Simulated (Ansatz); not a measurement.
# C2H7ClOSi: small, medium and large basis sets

One table from this session's results is given with a row withheld; the runs are named, their logs left out.

The runs use Ansatz 0.2.0, Gaussian basis; one geometry, several basis sets.

Levels to be run: PBE0-D4/def2-SVP; ωB97M-V/def2-SVP; PBE0-D4/def2-QZVPP; ωB97M-V/def2-QZVPP; the functionals' def2-TZVPP values are taken from earlier runs.

### Structure used throughout

The geometry comes from an earlier relaxation with PBE0-D4 in a triple-zeta def2 set; it is a stationary point, not always the lowest conformer.

SMILES `C[Si](C)(O)Cl`, 12 atoms, charge 0, spin multiplicity 1.

Atoms are counted from 1 here; the program's logs count them from 0.

Bond lengths: C1–Si2 1.856 Å, C1–H6 1.092 Å, C1–H7 1.093 Å, C1–H8 1.093 Å, Si2–C3 1.848 Å, Si2–O4 1.641 Å, Si2–Cl5 2.076 Å, C3–H9 1.092 Å, C3–H10 1.092 Å, C3–H11 1.093 Å, O4–H12 0.958 Å. Angles: Si2–C1–H6 110.8°, Si2–C1–H7 111.1°, Si2–C1–H8 110.3°, H6–C1–H7 107.8°, H6–C1–H8 108.4°, H7–C1–H8 108.3°, C1–Si2–C3 113.8°, C1–Si2–O4 112.2°, C1–Si2–Cl5 106.6°, C3–Si2–O4 106.6°, C3–Si2–Cl5 109.0°, O4–Si2–Cl5 108.6°, Si2–C3–H9 110.9°, Si2–C3–H10 110.4°, Si2–C3–H11 110.2°, H9–C3–H10 108.4°, H9–C3–H11 108.5°, H10–C3–H11 108.3° and more.

The first run:

File in.yaml:

```yaml
crystal:
  periodic: [false, false, false]
  atoms:
    - {symbol: C, position_ang: [-1.540879, 0.439349, 0.063959]}
    - {symbol: Si, position_ang: [0.256019, 0.199798, -0.333940]}
    - {symbol: C, position_ang: [1.195782, -0.708020, 0.973503]}
    - {symbol: O, position_ang: [0.475290, -0.632382, -1.731583]}
    - {symbol: Cl, position_ang: [1.070309, 2.095849, -0.558495]}
    - {symbol: H, position_ang: [-1.659964, 0.999142, 0.994479]}
    - {symbol: H, position_ang: [-2.048376, 0.995126, -0.727967]}
    - {symbol: H, position_ang: [-2.036928, -0.528433, 0.176555]}
    - {symbol: H, position_ang: [1.117979, -0.195700, 1.934661]}
    - {symbol: H, position_ang: [2.251313, -0.778894, 0.704384]}
    - {symbol: H, position_ang: [0.801407, -1.721054, 1.088375]}
    - {symbol: H, position_ang: [0.195250, -0.220180, -2.549829]}
basis:
  gaussian: {orbitals: def2-SVP}
hamiltonian: {xc: pbe0, dispersion: d4}
output: {orbitals: {seedname: orbitals}}
```

The run is started by

```bash
ansatz run in.yaml --threads 4 --pin off --events-out ev --progress --plain --max-ram 10444MiB
```

Steps of the session up to this table: PBE0-D4 in def2-SVP; ωB97M-V in def2-SVP; PBE0-D4 in def2-QZVPP; ωB97M-V in def2-QZVPP.

One of the session's tables, all rows but one given; the rest of the session is left out.

It belongs to the step «Density functionals: the series». 

```
functional       basis  HOMO (eV)  LUMO (eV)
   PBE0-D4    def2-SVP      -8.24       1.35
   PBE0-D4  def2-TZVPP      -8.39       0.72
   PBE0-D4  def2-QZVPP      -8.42       0.27
   ωB97M-V    def2-SVP          ?          ?
   ωB97M-V  def2-TZVPP     -10.64       2.13
   ωB97M-V  def2-QZVPP     -10.67       1.42
```

Estimate the missing values for ωB97M-V, def2-SVP.

As computed: HOMO (eV): -10.46; LUMO (eV): 2.96. In the column «HOMO (eV)» it lies between ωB97M-V, def2-TZVPP (-10.64) and PBE0-D4, def2-QZVPP (-8.42).
